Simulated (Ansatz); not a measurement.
**AlH2ISe (SMILES [SeH][AlH][I]): one structure at several levels**

An exercise on one series of results from a longer session: the logs are not shown, and one member is left open.

Method: single points in def2-TZVPP; program: Ansatz 0.2.0, Gaussian basis.

Correlated methods freeze the cores. Filled d shells of the heavier atoms are correlated. Core potentials replace the inner electrons past krypton, and spin-orbit coupling is left out. B3LYP uses VWN-RPA correlation.

### Starting geometry

SMILES `[SeH][AlH][I]`, 5 atoms, charge 0, spin multiplicity 1.

Atoms are counted from 1 here; the program's logs count them from 0.

Bond lengths: Se1–Al2 2.410 Å, Se1–H4 1.378 Å, Al2–I3 2.463 Å, Al2–H5 1.414 Å. Angles: Al2–Se1–H4 97.9°, Se1–Al2–I3 128.3°, Se1–Al2–H5 113.8°, I3–Al2–H5 117.9°.

Geometry (Å):

```
Se   -1.81940   -0.32710   -0.06230
Al    0.49520    0.10940    0.44710
I     2.41980   -1.41170    0.22820
H    -1.74970   -0.15000   -1.42750
H     0.73060    1.40360    0.96680
```

The first run:

run/in.yaml

```yaml
crystal:
  periodic: [false, false, false]
  atoms:
    - {symbol: Se, position_ang: [-1.819400, -0.327100, -0.062300]}
    - {symbol: Al, position_ang: [0.495200, 0.109400, 0.447100]}
    - {symbol: I, position_ang: [2.419800, -1.411700, 0.228200]}
    - {symbol: H, position_ang: [-1.749700, -0.150000, -1.427500]}
    - {symbol: H, position_ang: [0.730600, 1.403600, 0.966800]}
basis:
  gaussian: {orbitals: def2-TZVPP}
correlation: {method: ccsd_t}
output: {forces: true}
```

The command line of these runs was not kept.

Steps of the session up to this table: CCSD(T)/def2-TZVPP; PBE0-D4/def2-TZVPP; wB97M-V/def2-TZVPP; r2SCAN-D4/def2-TZVPP; PBE-D4/def2-TZVPP; B3LYP-D4/def2-TZVPP; B97M-V/def2-TZVPP.

One table of the session follows, with a row left open; its other results are not shown here.

| method | RMS force component (eV/Å) | angle to CCSD(T) forces (°) | dipole (D) |
| --- | --- | --- | --- |
| CCSD(T) | 1.425 | reference | 0.79 |
| PBE0-D4 | 1.465 | 1.3 | 0.78 |
| wB97M-V | ? | ? | ? |
| r2SCAN-D4 | 1.444 | 1.2 | 0.78 |
| PBE-D4 | 1.523 | 4.7 | 0.71 |
| B3LYP-D4 | 1.417 | 3.8 | 0.76 |
| B97M-V | 1.387 | 1.4 | 0.73 |

Q: Estimate the row for wB97M-V from the others.

The run gave: RMS force component (eV/Å): 1.400; angle to CCSD(T) forces (°): 1.9; dipole (D): 0.82. In the column «RMS force component (eV/Å)» it lies between B97M-V (1.387) and B3LYP-D4 (1.417).
